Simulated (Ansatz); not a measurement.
# H₇NOSn: a barrier at many levels of theory

Aim: the barrier and energy of one elementary step (Sn1–N7 formed, O2–H6 formed, Sn1–O2 broken, H6–N7 broken) from LDA up to coupled cluster, on fixed structures, to see where each rung fails.

The runs use Ansatz 0.2.0, Gaussian basis; single points in def2-TZVPP on PBE0-D4/def2-TZVP structures.

Levels: SPW92, PBE-D4, BLYP-D4, r2SCAN-D4, B97M-V, PBE0-D4, B3LYP-D4, r2SCAN0-D4, BHLYP-D4, CAM-B3LYP-D4, wB97X-V, wB97M-V, B2PLYP, PBE-QIDH, RPA on PBE, Hartree-Fock, MP2, CCSD, CCSD(T). The reference is CCSD(T) at the basis limit, from triple and quadruple zeta. Zero-point energies come from PBE0-D4 vibrations.

Cores are frozen in the correlated methods. Filled d shells of the heavier atoms are correlated. Core potentials replace the inner electrons past krypton, and spin-orbit coupling is left out. B3LYP uses VWN-RPA correlation. B2PLYP carries no dispersion term here.

80 further runs of the same task are left out: 80 set aside as unsound or not needed.

### 1 The three structures

Charge 0, multiplicity 1. The folders r, ts and p hold the start, the saddle and the end; their coordinates stand in the first inputs.

```
  pair  r (Å)  ts (Å)  p (Å)
Sn1–N7  2.737   2.190  2.056
 O2–H6  2.171   1.289  0.978
Sn1–O2  1.993   2.310  3.378
 H6–N7  1.015   1.207  1.905
```

### 2 SPW92/def2-TZVPP

r/in.yaml reads:

```yaml
crystal:
  periodic: [false, false, false]
  atoms:
    - {symbol: Sn, position_ang: [1.149602, 0.322134, 0.236760]}
    - {symbol: O, position_ang: [-0.092125, -0.747607, 1.371212]}
    - {symbol: H, position_ang: [0.652327, 1.944183, 0.066937]}
    - {symbol: H, position_ang: [1.593906, -0.488754, -1.195830]}
    - {symbol: H, position_ang: [2.539318, 0.319438, 1.277733]}
    - {symbol: H, position_ang: [-1.625000, -0.550906, -0.154127]}
    - {symbol: N, position_ang: [-1.295785, -0.009867, -0.947119]}
    - {symbol: H, position_ang: [0.340425, -1.004335, 2.188208]}
    - {symbol: H, position_ang: [-1.897742, 0.795216, -1.063215]}
    - {symbol: H, position_ang: [-1.364926, -0.579402, -1.780658]}
basis:
  gaussian: {orbitals: def2-TZVPP}
hamiltonian: {xc: lda}
```

ts/in.yaml reads:

```yaml
crystal:
  periodic: [false, false, false]
  atoms:
    - {symbol: Sn, position_ang: [0.984806, 0.415860, -0.136368]}
    - {symbol: O, position_ang: [-0.060288, -1.349853, 0.924379]}
    - {symbol: H, position_ang: [1.102992, 1.838182, -1.144785]}
    - {symbol: H, position_ang: [1.963365, -0.751377, -0.891285]}
    - {symbol: H, position_ang: [1.366516, 1.005730, 1.422074]}
    - {symbol: H, position_ang: [-0.980168, -0.724790, 0.271923]}
    - {symbol: N, position_ang: [-1.149171, 0.145009, -0.547412]}
    - {symbol: H, position_ang: [-0.098859, -1.351091, 1.882383]}
    - {symbol: H, position_ang: [-1.741864, 0.925281, -0.296099]}
    - {symbol: H, position_ang: [-1.387329, -0.152851, -1.484910]}
basis:
  gaussian: {orbitals: def2-TZVPP}
hamiltonian: {xc: lda}
```

p/in.yaml reads:

```yaml
crystal:
  periodic: [false, false, false]
  atoms:
    - {symbol: Sn, position_ang: [1.006561, 0.792775, -0.456269]}
    - {symbol: O, position_ang: [-0.267657, -1.841832, 1.231335]}
    - {symbol: H, position_ang: [1.286916, 2.143352, -1.477966]}
    - {symbol: H, position_ang: [1.882672, -0.554452, -1.000365]}
    - {symbol: H, position_ang: [1.313984, 1.221192, 1.159638]}
    - {symbol: H, position_ang: [-0.759719, -1.190349, 0.693064]}
    - {symbol: N, position_ang: [-0.977304, 0.257133, -0.525538]}
    - {symbol: H, position_ang: [-0.640455, -1.787388, 2.112828]}
    - {symbol: H, position_ang: [-1.591822, 1.027943, -0.292137]}
    - {symbol: H, position_ang: [-1.253175, -0.068273, -1.444690]}
basis:
  gaussian: {orbitals: def2-TZVPP}
hamiltonian: {xc: lda}
```

Each run has its own folder and the same command.

Command:

```sh
$ ansatz run in.yaml --threads 4 --pin off --events-out ev --progress --plain --max-ram 9574MiB
```

The runs that follow: PBE-D4/def2-TZVPP; BLYP-D4/def2-TZVPP; r2SCAN-D4/def2-TZVPP; B97M-V/def2-TZVPP; PBE0-D4/def2-TZVPP; B3LYP-D4/def2-TZVPP; r2SCAN0-D4/def2-TZVPP; BHLYP-D4/def2-TZVPP; CAM-B3LYP-D4/def2-TZVPP; wB97X-V/def2-TZVPP; wB97M-V/def2-TZVPP; B2PLYP/def2-TZVPP; PBE-QIDH/def2-TZVPP; RPA on PBE/def2-TZVPP; CCSD(T)/def2-TZVPP; MP2/def2-QZVPP; SPW92/def2-SVP; PBE-D4/def2-SVP; PBE0-D4/def2-SVP; wB97M-V/def2-SVP; CCSD(T)/def2-SVP; Vibrations of the start structure; Vibrations of the end structure.

Before running it: what results should come out? Wanted: barrier, CCSD(T)/CBS; reverse barrier, CCSD(T)/CBS; step energy, CCSD(T)/CBS; barrier with zero-point energy; step energy with zero-point energy; imaginary mode at the saddle; largest T1 diagnostic.

The runs gave:

| quantity | value |
| --- | --- |
| barrier, CCSD(T)/CBS | 94.2 kJ/mol |
| reverse barrier, CCSD(T)/CBS | 69.4 kJ/mol |
| step energy, CCSD(T)/CBS | +24.8 kJ/mol |
| barrier with zero-point energy | 84.8 kJ/mol |
| step energy with zero-point energy | +22.3 kJ/mol |
| imaginary mode at the saddle | 912i cm⁻¹ |
| largest T1 diagnostic | 0.013 |

The functionals run from wB97M-V, off by -0.2 kJ/mol, to SPW92, off by -44.0 kJ/mol, against CCSD(T)/CBS. Mean unsigned error by rung: LDA 44.0, GGA 15.8, meta-GGA 8.9, hybrid 7.2, range-separated hybrid 1.0, double hybrid 1.9 kJ/mol. PBE-D4 gives a barrier 21.1 kJ/mol too low, outside chemical accuracy (1 kcal/mol, 4.2 kJ/mol). The barrier rises with the share of exact exchange, from BLYP-D4 through B3LYP-D4 to BHLYP-D4 (-10.5, -3.5, +9.1 kJ/mol). Hartree-Fock, with no correlation, is off by +40.3 kJ/mol. Zero-point motion lowers the barrier by 9.5 kJ/mol.
